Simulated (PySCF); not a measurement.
# CF3COOSiMe3: NMR shifts in solvents, part 2 of 2

PySCF 2.14.0. Atoms count from 0.

## Step 5: NMR shieldings: WP04/pcSseg-1 in chloroform

What the job is given:

```
{"job": {"kind": "nmr", "xc": "WP04", "basis": "pcSseg-1", "solvent": "chloroform", "pop": false}, "charge": 0, "multiplicity": 1}
C     -1.200638    -1.589259    -0.764961
Si    -0.865469     0.063313     0.029435
C     -0.984674     1.477163    -1.178335
C     -1.868936     0.341966     1.572262
O      0.760592     0.025913     0.666038
C      1.828803    -0.149899    -0.073657
O      1.867497    -0.299808    -1.263142
C      3.098873    -0.143891     0.799942
F      4.178907    -0.325666     0.060978
F      3.212707     1.017666     1.441224
F      3.036779    -1.116235     1.707673
H     -0.525482    -1.751079    -1.618093
H     -2.238620    -1.631078    -1.132339
H     -1.062841    -2.412122    -0.046929
H     -0.712217     2.434483    -0.708263
H     -2.018853     1.564805    -1.548875
H     -0.321310     1.307614    -2.039127
H     -1.580649     1.285551     2.060421
H     -2.944229     0.392611     1.339895
H     -1.713213    -0.475165     2.293145
```

With the program's defaults for keys left out, this is: GIAO WP04/pcSseg-1 NMR shielding, non-relativistic, IEF-PCM chloroform.

The program printed:

```text
coarse grid: 18064 points
cycle   1  E = -950.7025228551  dE =  1.673e+00  |g| = 1.948e+00  |ddm| = 4.107e+00
cycle   2  E = -949.1718513710  dE =  1.531e+00  |g| = 3.546e+00  |ddm| = 3.033e+00
cycle   3  E = -951.2733249692  dE = -2.101e+00  |g| = 5.775e-01  |ddm| = 2.334e+00
cycle   4  E = -951.3233736435  dE = -5.005e-02  |g| = 3.135e-01  |ddm| = 5.180e-01
cycle   5  E = -951.3386518664  dE = -1.528e-02  |g| = 9.904e-02  |ddm| = 2.087e-01
cycle   6  E = -951.3405435897  dE = -1.892e-03  |g| = 1.957e-02  |ddm| = 6.977e-02
cycle   7  E = -951.3406180372  dE = -7.445e-05  |g| = 5.742e-03  |ddm| = 1.499e-02
cycle   8  E = -951.3406234708  dE = -5.434e-06  |g| = 1.691e-03  |ddm| = 3.638e-03
final grid: 173544 points
cycle   9  E = -951.4826297321  dE = -7.219e-05  |g| = 1.260e-02  |ddm| = 3.305e-02
cycle  10  E = -951.4825882469  dE =  4.149e-05  |g| = 1.972e-02  |ddm| = 1.862e-02
cycle  11  E = -951.4826586546  dE = -7.041e-05  |g| = 3.603e-03  |ddm| = 1.162e-02
cycle  12  E = -951.4826610747  dE = -2.420e-06  |g| = 5.856e-04  |ddm| = 2.254e-03
cycle  13  E = -951.4826611186  dE = -4.397e-08  |g| = 2.967e-04  |ddm| = 4.814e-04
cycle  14  E = -951.4826611346  dE = -1.602e-08  |g| = 4.660e-05  |ddm| = 1.841e-04
cycle  15  E = -951.4826611349  dE = -2.869e-10  |g| = 1.837e-05  |ddm| = 3.377e-05
converged SCF energy = -951.4826611349

GIAO shielding tensors (ppm)
atom      isotropic    diamagn.    paramagn.     s11        s22        s33       span
  0 C      174.011     258.984     -84.973    166.931    174.711    180.392     13.461
  1 Si     303.345     887.010    -583.664    299.840    301.082    309.114      9.273
  2 C      173.917     258.952     -85.035    166.970    174.661    180.120     13.150
  3 C      173.573     257.551     -83.978    167.141    173.841    179.737     12.596
  4 O      103.463     412.201    -308.738    -48.293    150.646    208.037    256.329
  5 C        8.592     254.612    -246.020    -90.790     55.991     60.574    151.364
  6 O     -100.404     407.063    -507.467   -322.684   -262.550    284.023    606.707
  7 C       48.901     249.450    -200.548     34.600     46.401     65.702     31.103
  8 F      270.728     467.129    -196.401    191.793    267.689    352.703    160.910
  9 F      260.945     475.501    -214.556    178.044    247.586    357.204    179.161
 10 F      260.834     475.582    -214.748    177.934    247.473    357.096    179.162
 11 H       30.676      34.142      -3.467     26.168     29.638     36.222     10.054
 12 H       31.339      30.768       0.571     27.526     28.556     37.936     10.411
 13 H       31.190      32.924      -1.735     27.490     28.777     37.302      9.812
 14 H       31.169      32.915      -1.745     27.478     28.733     37.298      9.820
 15 H       31.340      30.764       0.576     27.527     28.579     37.913     10.386
 16 H       30.659      34.099      -3.441     26.157     29.585     36.234     10.077
 17 H       31.074      32.333      -1.259     27.222     28.856     37.144      9.923
 18 H       31.367      29.987       1.380     27.445     28.764     37.892     10.447
 19 H       31.074      32.316      -1.242     27.210     28.867     37.145      9.935
```

Run time: 82 s. Hardware: 1 thread of Arm Neoverse N1, shared host; peak memory 1.2 GiB.

This run: δ C5 164.5, C7 124.2, C0 -0.7, Si1 35.3, H11 0.45 ppm (means over like atoms).

## Step 6: NMR shieldings: wB97X-D/pcSseg-1 in chloroform

Settings changed since step 5:

```diff
@@ -1,2 +1,2 @@
-{"job": {"kind": "nmr", "xc": "WP04", "basis": "pcSseg-1", "solvent": "chloroform", "pop": false}, "charge": 0, "multiplicity": 1}
+{"job": {"kind": "nmr", "xc": "wB97X-D", "basis": "pcSseg-1", "solvent": "chloroform", "pop": false}, "charge": 0, "multiplicity": 1}
 C     -1.200638    -1.589259    -0.764961
```

With the program's defaults for keys left out, this is: GIAO wB97X-D/pcSseg-1 NMR shielding, non-relativistic, IEF-PCM chloroform.

The program printed:

```text
coarse grid: 18064 points
cycle   1  E = -934.8005116461  dE =  1.857e+00  |g| = 1.394e+00  |ddm| = 3.911e+00
cycle   2  E = -934.6222029183  dE =  1.783e-01  |g| = 1.828e+00  |ddm| = 1.647e+00
cycle   3  E = -935.1501915838  dE = -5.280e-01  |g| = 1.570e-01  |ddm| = 9.416e-01
cycle   4  E = -935.1533355513  dE = -3.144e-03  |g| = 9.774e-02  |ddm| = 1.323e-01
cycle   5  E = -935.1548774650  dE = -1.542e-03  |g| = 1.787e-02  |ddm| = 6.048e-02
cycle   6  E = -935.1549425976  dE = -6.513e-05  |g| = 4.500e-03  |ddm| = 1.457e-02
cycle   7  E = -935.1549480090  dE = -5.411e-06  |g| = 1.463e-03  |ddm| = 5.459e-03
final grid: 173544 points
cycle   8  E = -935.2615951229  dE = -2.426e-04  |g| = 7.749e-03  |ddm| = 4.437e-02
cycle   9  E = -935.2616004628  dE = -5.340e-06  |g| = 6.381e-03  |ddm| = 9.112e-03
cycle  10  E = -935.2616059435  dE = -5.481e-06  |g| = 8.515e-04  |ddm| = 3.104e-03
cycle  11  E = -935.2616060816  dE = -1.380e-07  |g| = 4.094e-04  |ddm| = 1.005e-03
cycle  12  E = -935.2616061163  dE = -3.471e-08  |g| = 9.847e-05  |ddm| = 4.137e-04
cycle  13  E = -935.2616061183  dE = -2.045e-09  |g| = 5.243e-05  |ddm| = 1.027e-04
cycle  14  E = -935.2616061189  dE = -5.523e-10  |g| = 1.438e-05  |ddm| = 5.773e-05
converged SCF energy = -935.2616061189

GIAO shielding tensors (ppm)
atom      isotropic    diamagn.    paramagn.     s11        s22        s33       span
  0 C      186.205     258.813     -72.608    178.411    187.068    193.137     14.725
  1 Si     309.162     883.838    -574.676    301.564    303.240    322.681     21.117
  2 C      186.102     258.792     -72.689    178.436    187.038    192.833     14.397
  3 C      185.638     257.791     -72.153    178.581    186.023    192.309     13.727
  4 O      117.980     409.394    -291.414    -29.174    166.235    216.880    246.054
  5 C       19.303     252.305    -233.002    -77.447     65.395     69.963    147.410
  6 O      -94.630     405.231    -499.861   -329.527   -250.667    296.304    625.831
  7 C       64.832     248.252    -183.420     50.730     62.519     81.246     30.515
  8 F      278.035     464.692    -186.656    202.455    282.255    349.396    146.942
  9 F      267.710     473.038    -205.328    188.844    259.714    354.572    165.728
 10 F      267.574     473.122    -205.548    188.709    259.551    354.463    165.754
 11 H       30.474      33.461      -2.986     25.594     29.290     36.540     10.946
 12 H       31.183      30.707       0.475     27.007     28.144     38.397     11.390
 13 H       31.029      32.408      -1.379     26.979     28.372     37.735     10.756
 14 H       31.008      32.397      -1.390     26.964     28.328     37.730     10.765
 15 H       31.185      30.705       0.479     27.012     28.170     38.372     11.360
 16 H       30.458      33.423      -2.965     25.582     29.237     36.554     10.972
 17 H       30.896      31.939      -1.043     26.691     28.464     37.532     10.841
 18 H       31.204      30.038       1.166     26.931     28.347     38.334     11.403
 19 H       30.896      31.928      -1.032     26.680     28.476     37.532     10.853
```

It took 1.8 min on 1 thread of Arm Neoverse N1, shared host; peak memory 1.4 GiB.

In short: δ C5 166.0, C7 120.4, C0 -0.7, Si1 43.7, H11 0.44 ppm (means over like atoms).

## Step 7: Side by side: NMR shifts

Shifts (ppm) of some atoms, chosen among heavy atoms and hydrogens apart, means over like atoms, with basis size and wall time (the measured row can stand on another reference than the computed rows):

| run | C7 | H11 | Si1 | O6 | O4 | F8 | functions | time |
| --- | --- | --- | --- | --- | --- | --- | --- | --- |
| PBE0/pcSseg-1 in acetone | 120.6 | 0.44 | 43.8 | 436.2 | 230.8 | -88.0 | 239 | 86 s |
| PBE0/pcSseg-1 in chloroform | 120.3 | 0.44 | 43.3 | 439.1 | 227.9 | -88.4 | 239 | 81 s |
| WP04/pcSseg-1 in chloroform | 124.2 | 0.45 | 35.3 | 425.3 | 221.4 | -84.2 | 239 | 82 s |
| wB97X-D/pcSseg-1 in chloroform | 120.4 | 0.44 | 43.7 | 434.2 | 221.6 | -81.6 | 239 | 1.8 min |
| measured | – | – | – | – | – | -76.7 | – | – |

Measured: G. Saielli, R. Bini, A. Bagno, Computational 19F NMR. 2. Organic compounds, RSC Adv. 2014, ESI (exp. from Berger-Braun-Kalinowski 1994 and Everett 1995).

## Step 8: What came out

This closing draws on all 2 parts.

| quantity | value |
| --- | --- |
| point group | Cs |
| rotational constants (main isotopes) | 1.68, 0.54, 0.51 GHz |
| 13C shifts against TMS (PBE0/pcSseg-1, acetone, means over atoms taken as alike) | 165.3, 120.6, -0.7 ppm |
| 1H shifts against TMS (PBE0/pcSseg-1, acetone, means over atoms taken as alike) | 0.44 ppm |
| 29Si shifts against TMS (PBE0/pcSseg-1, acetone) | 43.8 ppm |
| 17O shifts against H2O (PBE0/pcSseg-1, acetone) | 436.2, 230.8 ppm |
| 19F shifts against CFCl3 (PBE0/pcSseg-1, acetone, means over atoms taken as alike) | -88.0 ppm |
| measured, and computed on the same scale | F8 δ -76.7, -88.0 ppm |
| range of the shift of O6 (PBE0/pcSseg-1 runs) | 436.2 to 439.1 ppm |

**Reading.** The start of the PBE0/def2-SVP relaxation was shaken at random by about 0.01 Å, so part of the energy gained, and of the first lengths quoted, undoes that. Relaxing lowered the energy by 0.269 eV in 9 steps; the close pair that moved most is C0–Si1, from 1.910 to 1.864 Å. No frequency check was run at this level, so the end point may be a saddle. At PBE0/pcSseg-1: The widest tensor belongs to O6: span 620 ppm, with a paramagnetic part of -498 ppm. The one measured 19F shift is missed by -11.3 ppm (computed less measured, unscaled). Vibration and temperature are missing from the calculation, and it holds one conformer, so part of the miss against the measured shifts is not the functional's. At one level, PBE0/pcSseg-1: Across the 2 runs the shift of O6 moves most, between 436.2 (PBE0/pcSseg-1 in acetone) and 439.1 ppm (PBE0/pcSseg-1 in chloroform). Each shift counts from a reference computed in the same medium, and that reference moves with the solvent too, so shifts and shieldings show the solvent's effect differently.
